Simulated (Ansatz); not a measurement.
**Si2HF2+ (SMILES F[Si](F)=[SiH+]): functionals against CCSD(T) at one geometry**

The task here is to estimate one member of a computed series from the others.

The runs use Ansatz 0.2.0, Gaussian basis; single points in def2-TZVPP.

Correlated methods freeze the cores.

## Starting geometry

SMILES `F[Si](F)=[SiH+]`, 5 atoms, charge 1, spin multiplicity 1.

Atoms are counted from 1 here; the program's logs count them from 0.

Bond lengths: F1–Si2 1.651 Å, Si2–F3 1.514 Å, Si2–Si4 2.307 Å, Si4–H5 1.527 Å. Angles: F1–Si2–F3 92.6°, F1–Si2–Si4 161.1°, F3–Si2–Si4 105.3°, Si2–Si4–H5 97.1°.

As a file:

```xyz
5
charge 1, multiplicity 1
F     1.8282   -0.4058    1.1703
Si    0.3923   -0.1664    0.3923
F     0.2386   -1.6393    0.0773
Si   -1.5767    0.8148   -0.3014
H    -1.0421    1.4129   -1.6007
```

Set-up of the first run:

Contents of run/in.yaml:

```yaml
crystal:
  periodic: [false, false, false]
  atoms:
    - {symbol: F, position_ang: [1.828200, -0.405800, 1.170300]}
    - {symbol: Si, position_ang: [0.392300, -0.166400, 0.392300]}
    - {symbol: F, position_ang: [0.238600, -1.639300, 0.077300]}
    - {symbol: Si, position_ang: [-1.576700, 0.814800, -0.301400]}
    - {symbol: H, position_ang: [-1.042100, 1.412900, -1.600700]}
basis:
  gaussian: {orbitals: def2-TZVPP}
total_charge: 1
correlation: {method: ccsd_t}
output: {forces: true}
```

The command line of these runs was not kept.

Among the steps run: CCSD(T)/def2-TZVPP; PBE0-D4/def2-TZVPP; wB97M-V/def2-TZVPP; r2SCAN-D4/def2-TZVPP; PBE-D4/def2-TZVPP; LC-wPBE/def2-TZVPP; r2SCANh-D4/def2-TZVPP.

One table of the session follows, with a row left open; its other results are not shown here.

| method | RMS force component (eV/Å) | angle to CCSD(T) forces (°) |
| --- | --- | --- |
| CCSD(T) | 1.886 | reference |
| PBE0-D4 | ? | ? |
| wB97M-V | 1.856 | 2.6 |
| r2SCAN-D4 | 1.752 | 4.5 |
| PBE-D4 | 1.721 | 15.1 |
| LC-wPBE | 1.828 | 1.9 |
| r2SCANh-D4 | 1.795 | 2.6 |

Q: Estimate the row for PBE0-D4 from the others.

The run gave: RMS force component (eV/Å): 1.810; angle to CCSD(T) forces (°): 2.2. In the column «RMS force component (eV/Å)» it lies between r2SCANh-D4 (1.795) and LC-wPBE (1.828).
